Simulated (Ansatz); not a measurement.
What does this script print? It uses Ansatz 0.2.0 through its Python package.

The script reads `tib4mo.vasp`:
```text
TiB4Mo
1.0
   3.05314389    0.00000000    0.00000000
  -1.52657194    2.64410017    0.00000000
   0.00000000    0.00000000    6.45059200
Ti B Mo
1 4 1
Direct
   0.00000000    0.00000000    0.50000000
   0.33333333    0.66666667    0.74380200
   0.33333333    0.66666667    0.25619800
   0.66666667    0.33333333    0.74380200
   0.66666667    0.33333333    0.25619800
   0.00000000    0.00000000    0.00000000
```

The script, `edit_tib4mo.py`:
```python
"""Editing single keys of the input for TiB4Mo."""

import warnings

import ansatz as az
from ase.io import read

warnings.simplefilter("ignore", az.DeckWarning)

atoms = read("tib4mo.vasp", format="vasp")
system = az.Crystal.from_ase(atoms)

setup = system.calculation().functional("pbesol").kpoints(density=3.1).occupations("fermi_dirac").band_table()
typed = setup.input()
rows = []
for value in [2, 5, 10]:
    edited = typed.set(az.key.scf.mixing.ndim, value)
    report = az.Session.from_dict(edited).plan().execute().report
    rows.append((value, report["free_energy_ev"], report["n_iterations"], len(report["eigenvalues_ev"][0]) if "eigenvalues_ev" in report else 0))
print("       history            F eV      iterations    bands listed")
for row in rows:
    print(f"{str(row[0]):>14s}  {row[1]:14.5f}  {row[2]:14d}  {row[3]:14d}")
```

```console
$ python edit_tib4mo.py
       history            F eV      iterations    bands listed
             2     -7986.56923               6              25
             5     -7986.56923               6              25
            10     -7986.56923               6              25
```

What to keep in mind:
- Absolute energies stand on the zero of these potentials, so only differences at equal settings mean something. A total without «per atom» is that of the cell as typed.
- For a metal this k-point mesh is coarse: on a finer one energies can move by several to tens of meV an atom and pressures by half a GPa or more, differences at one mesh by less.
- This cell is a computed structure, which may not be the phase found in nature.
- The whole script took 7 s on 1 thread of Arm Neoverse V2, on a shared host, peak memory 0.47 GiB.

(Lines on the test bed's own set-up are left out of the output.)
